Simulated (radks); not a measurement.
# Fractional charge and spin in the 3s shell of chlorine

The task here is to estimate one member of a computed series from the others.

The numbers are computed with radks (a radial shooting solver on a logarithmic mesh, Libxc functionals) version 1 (scalar-relativistic Kohn-Sham, LDA (Slater exchange, Perdew-Wang correlation), spin-polarised, spherical densities, finite nucleus), except any that are marked as measured or tabulated.

### Starting point

| Quantity | Value |
| --- | --- |
| element | chlorine (Z = 17) |
| configuration | [Ne] 3p(up 2.5, down 2.5) 3s(up 1, down 1) |
| nuclear rms radius | 3.3654 fm |

A shell typed twice in an input gives spin up, then spin down.

Set-up of the first run:

Input:

```text
Z 17
configuration [Ne] 3p2.5 3p2.5 3s1 3s1
relativity scalar-relativistic
functional lda,pw
spin polarised
nucleus finite rms 3.3654 fm
c 137.035999084
```

Among the steps run: 3s: up 1, down 1.

One of the session's tables, all rows but one given; the rest of the session is left out.

It belongs to the step «3s: up 1, down 1». Radial moments (bohr):

| level | <r> | outermost maximum (interpolated) | 90 % within | nodes |
| --- | --- | --- | --- | --- |
| 1s | 0.09121 | 0.0596 | 0.163 | 0 |
| 2s | 0.4460 | 0.363 | 0.698 | 1 |
| 2p | 0.4077 | 0.301 | 0.678 | 0 |
| 3s | ? | ? | ? | ? |
| 3p | 1.845 | 1.42 | 2.94 | 1 |

**Question.** Estimate the row for 3s.

As computed: <r>: 1.536; outermost maximum (interpolated): 1.28; 90 % within: 2.34; nodes: 2. In the column «<r>» it lies between 2s (0.4460) and 3p (1.845).
